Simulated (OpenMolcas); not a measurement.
# Xe⁺: RASSCF terms and fine-structure levels

Aim: the low terms and levels of Xe⁺, with their order and spacing.

Method: state-averaged RASSCF, spin-orbit coupling by RASSI with atomic mean-field integrals. Code: OpenMolcas 26.06.

2 further runs of the same task are left out: 2 set aside as unsound or not needed.

**1. The system**

- Species: Xe⁺ (xenon, Z = 54, 53 electrons)
- Basis: ANO-R3 [8s7p5d4f3g2h], 131 functions
- Scalar Hamiltonian: X2C, finite nucleus
- Inactive shells: 1s 2s 2p 3s 3p 3d 4s 4p 4d 5s
- Active space: 5 electrons in 9 orbitals (RAS2 5p; RAS3 5d 6s, at most 1 electrons)
- Some configurations of this space: 5s² 5p⁴ 5d, 5s² 5p⁴ 6s, 5s² 5p⁵
- Orbitals: optimised for each spin and parity, averaged over the low roots

Outer shells as boxes (Hund's rule):

5s2 5p4 5d
```
5s [↑↓]
5p [↑↓][↑ ][↑ ]
5d [↑ ][  ][  ][  ][  ]
```

5s2 5p4 6s
```
5s [↑↓]
5p [↑↓][↑ ][↑ ]
6s [↑ ]
```

5s2 5p5
```
5s [↑↓]
5p [↑↓][↑↓][↑ ]
```

The work runs as a chain of OpenMolcas steps in one folder; each step below is one input file. Labels, J, g values, rates, χT and fits are worked out afterwards by a script from the matrices that RASSI stores.

**2. Basis and integrals**

a.inp reads:

```
&GATEWAY
Coord
1

Xe 0.0 0.0 0.0
Basis=ANO-R3
Group=XYZ
NoMove
AngMom=0.0 0.0 0.0
AMFI
&SEWARD
```

**3. Reference wave functions, doublets of odd parity, 3 roots**

a.inp reads:

```
&RASSCF
FileOrb=start.orb
Symmetry=2
Spin=2
nActEl=5 0 1
Inactive=15 9
Ras2=0 3
Ras3=6 0
CIRoot=3 3 1
SDav=3
CIMx=300
Iter=120 100
PrWF=0.3
OrbListing=Nothing
MaxOrb=0
Thrs=2.0e-7 1.0e-1 5.0e-4
Atom
>>> COPY $Project.JobIph JOB001
```

start.orb holds the contracted functions of the basis, ordered by shell, or the orbitals of the step before.

**4. Reference wave functions, quartets of even parity, 18 roots**

a.inp reads:

```
&RASSCF
FileOrb=start.orb
Symmetry=1
Spin=4
nActEl=5 0 1
Inactive=15 9
Ras2=0 3
Ras3=6 0
CIRoot=18 18 1
SDav=18
CIMx=300
Iter=120 100
PrWF=0.3
OrbListing=Nothing
MaxOrb=0
Thrs=2.0e-7 1.0e-1 5.0e-4
Atom
>>> COPY $Project.JobIph JOB002
```

**5. RASSCF: doublets of even parity, 49 roots**

a.inp reads:

```
&RASSCF
FileOrb=start.orb
Symmetry=1
Spin=2
nActEl=5 0 1
Inactive=15 9
Ras2=0 3
Ras3=6 0
CIRoot=49 49 1
SDav=54
CIMx=300
Iter=120 100
PrWF=0.3
OrbListing=Nothing
MaxOrb=0
Thrs=2.0e-7 1.0e-1 5.0e-4
Atom
>>> COPY $Project.JobIph JOB003
```

**6. State interaction with spin-orbit coupling**

a.inp reads:

```
&RASSI
NrOfJobIphs=3 3 18 49
1 2 3
1 2 3 4 5 6 7 8 9 10 11 12 13 14 15 16 17 18
1 2 3 4 5 6 7 8 9 10 11 12 13 14 15 16 17 18 19 20 21 22 23 24 25 26 27
28 29 30 31 32 33 34 35 36 37 38 39 40 41 42 43 44 45 46 47 48 49
IphNames
JOB001
JOB002
JOB003
EJob
SpinOrbit
DIPRint=1.0
SOCoupling=1000.0
Subsets=2
MEES
Property=10
'ANGMOM' 1 'ANGMOM' 2 'ANGMOM' 3 'MLTPL  1' 1 'MLTPL  1' 2 'MLTPL  1' 3
'AMFI' 1 'AMFI' 2 'AMFI' 3 'MLTPL  2' 6
SOProperty=3
'ANGMOM' 1 'ANGMOM' 2 'ANGMOM' 3
```

(Steps that only read results are left out.)

Before running it: what results should come out? Wanted: lowest level; first excited level; lowest level of another term; spin-orbit lowering of the lowest level; strongest of the lines computed, by gA, at RASSCF energies.

**Answer**, as computed:

```
                                                  quantity                                                            value
                                                    method                                                           RASSCF
                                              lowest level                   5s² 5p⁵ ²P°_3/2, 100 % of that term, g = 1.334
                               ground level listed by NIST                                                           2P°3/2
                                       first excited level                                     5s² 5p⁵ ²P°_1/2 at 1.1985 eV
                              lowest level of another term                                  5s² 5p⁴ 6s ⁴P_5/2 at 11.2786 eV
                   spin-orbit lowering of the lowest level                                                        0.3995 eV
strongest of the lines computed, by gA, at RASSCF energies  5s² 5p⁴ 6s ²D_5/2 → 5s² 5p⁵ ²P°_3/2, 90.83 nm, A = 8.66e+08 s⁻¹
```

In words: The multiplet ²P° is inverted. The computed levels miss the measured ones by 4900 cm⁻¹ on average. Only the configurations of the active space and the roots asked for are present. Not all states of the active space went into the spin-orbit step. Measured levels are paired by their LS label, which is uncertain where the leading share is low. Levels of other configurations are missing from the list.
